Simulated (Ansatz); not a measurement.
# SiN2H4ClF (SMILES N[Si](N)(F)Cl) at HF/3-21G

What is the vertical singlet–triplet gap of SiN2H4ClF at HF/3-21G? 

The results are computed with Ansatz 0.2.0.

117 further runs of the same task are left out: 117 set aside as unsound or not needed.

### Step 1. The molecule

SiN2H4ClF: 9 atoms, total charge 0, spin state singlet. As SMILES, `N[Si](N)(F)Cl`. Geometry: relaxed at PBE0-D4/def2-TZVP. This is one conformer, not always the lowest.

Bond lengths: N1–Si2 1.688 Å, Si2–N3 1.684 Å, Si2–F4 1.593 Å, Si2–Cl5 2.053 Å, N1–H6 1.006 Å, N1–H7 1.007 Å, N3–H8 1.006 Å, N3–H9 1.005 Å. Some angles: N1–Si2–N3 109.6°, N1–Si2–F4 104.5°, N1–Si2–Cl5 117.1°, N3–Si2–F4 116.4°, N3–Si2–Cl5 105.5°, F4–Si2–Cl5 104.2°, Si2–N1–H6 120.4°, Si2–N1–H7 120.4°, Si2–N3–H8 121.2°, Si2–N3–H9 121.8°.

### Step 2. A single-point energy at HF/3-21G

Input file job.yaml:

```yaml
crystal:
  periodic: [false, false, false]
  atoms:
    - {symbol: N, position_ang: [-1.103400, 0.512600, -0.802400]}
    - {symbol: Si, position_ang: [0.413700, -0.007900, -0.276100]}
    - {symbol: "N", position_ang: [0.278200, -0.677900, 1.262900]}
    - {symbol: F, position_ang: [0.921700, -0.982300, -1.429200]}
    - {symbol: Cl, position_ang: [1.890300, 1.411100, -0.127000]}
    - {symbol: H, position_ang: [-1.655800, 1.131700, -0.233100]}
    - {symbol: H, position_ang: [-1.287400, 0.634500, -1.784500]}
    - {symbol: H, position_ang: [-0.423900, -1.367700, 1.471900]}
    - {symbol: H, position_ang: [1.055000, -0.700400, 1.900500]}
basis:
  gaussian:
    orbitals: 3-21G.json
magnetization:
  spin_polarized: false
  initial_magnetization: 0
hamiltonian:
  xc: hf
accuracy: high
output: {orbitals: {seedname: orbitals}}
```

The basis set 3-21G is read from a file made from the Basis Set Exchange's data (not shown).

Run with:

```sh
$ ansatz run job.yaml --threads 1 --pin off --max-ram 2610MiB --events-out events.jsonl --progress --plain --runs-dir runs
```

What it wrote:

```text
Warning: RAYON_NUM_THREADS=1 ignored (pool sized by the plan → 1); use --threads N
Functional definition: HF
  name "HF"
  exchange = exact_x
  correlation = 0
1431 factors; integrals over basis functions are off by at most 8.5e-9 eV
mean field evaluation 1: about -25967.7339 eV, gradient 3.9e1 eV
mean field evaluation 2: about -25967.9952 eV, gradient 3.9e1 eV
mean field evaluation 4: about -25970.8357 eV, gradient 1.9e0 eV
mean field evaluation 8: about -25970.8625 eV, gradient 1.1e-1 eV
mean field evaluation 16: about -25970.8625 eV, gradient 4.4e-8 eV
mean field -25970.86253106 eV, -954.4115943334 hartree, gradient 4.4e-8 eV, S^2 0.000000; 0 other end points of the search recorded, 0 dependent functions left out
reference -25970.86253106 eV, -954.4115943334 hartree; 29, 29 occupied and 32, 32 virtual orbitals, 1431 factors
Total energy: -25970.86253106 eV, -954.4115943334 hartree
```

Wall time 1.1 s (1 thread of Arm Neoverse V2, shared host); peak memory 0.15 GiB.

### Step 3. The triplet

Input file molecule.yaml:

```yaml
crystal:
  periodic: [false, false, false]
  atoms:
    - symbol: N
      position_ang: [-1.103400, 0.512600, -0.802400]
    - symbol: Si
      position_ang: [0.413700, -0.007900, -0.276100]
    - symbol: "N"
      position_ang: [0.278200, -0.677900, 1.262900]
    - symbol: F
      position_ang: [0.921700, -0.982300, -1.429200]
    - symbol: Cl
      position_ang: [1.890300, 1.411100, -0.127000]
    - symbol: H
      position_ang: [-1.655800, 1.131700, -0.233100]
    - symbol: H
      position_ang: [-1.287400, 0.634500, -1.784500]
    - symbol: H
      position_ang: [-0.423900, -1.367700, 1.471900]
    - symbol: H
      position_ang: [1.055000, -0.700400, 1.900500]
basis:
  gaussian:
    orbitals: 3-21G.json
magnetization:
  spin_polarized: true
  initial_magnetization: 2
hamiltonian:
  xc: hf
accuracy: high
output: {orbitals: {seedname: orbitals}}
```

The basis set 3-21G is read from a file made from the Basis Set Exchange's data (not shown).

Run with:

```sh
$ ansatz run molecule.yaml --threads 1 --pin off --max-ram 2610MiB --events-out events.jsonl --progress --plain --runs-dir runs
```

What it wrote:

```text
Warning: RAYON_NUM_THREADS=1 ignored (pool sized by the plan → 1); use --threads N
[... 4 set-up lines as earlier in the session ...]
1431 factors; integrals over basis functions are off by at most 8.5e-9 eV
mean field evaluation 1: about -25959.1245 eV, gradient 2.5e1 eV
mean field evaluation 2: about -25959.1345 eV, gradient 2.5e1 eV
mean field evaluation 4: about -25962.5099 eV, gradient 3.8e0 eV
mean field evaluation 8: about -25963.2088 eV, gradient 4.3e-1 eV
mean field evaluation 16: about -25963.2224 eV, gradient 9.5e-5 eV
mean field evaluation 32: about -25960.5941 eV, gradient 1.2e1 eV
mean field evaluation 64: about -25963.1338 eV, gradient 4.0e-1 eV
mean field evaluation 96: about -25961.4286 eV, gradient 3.6e-1 eV
mean field evaluation 128: about -25957.5384 eV, gradient 8.5e0 eV
mean field -25963.22239866 eV, -954.1308246465 hartree, gradient 2.3e-8 eV, S^2 2.004774; 1 other end points of the search recorded, 0 dependent functions left out
reference -25963.22239866 eV, -954.1308246465 hartree; 30, 28 occupied and 31, 33 virtual orbitals, 1431 factors
Total energy: -25963.22239866 eV, -954.1308246465 hartree
```

Wall time 6 s (1 thread of Arm Neoverse V2, shared host); peak memory 0.21 GiB.

### Step 4. Outcome

Level: HF/3-21G.

```
                                        quantity          value
                           singlet: total energy  -954.41159 Eh
                            singlet: HOMO energy      -11.64 eV
                            singlet: LUMO energy        5.58 eV
                          singlet: HOMO–LUMO gap       17.22 eV
                           triplet: total energy  -954.13082 Eh
     triplet: HOMO energy (highest over α and β)       -2.34 eV
      triplet: LUMO energy (lowest over α and β)       -0.32 eV
                                   triplet: ⟨S²⟩          2.005
vertical energy of the triplet above the singlet       7.640 eV
```

In words: At this shape the triplet lies 7.64 eV (737 kJ/mol) above the singlet.
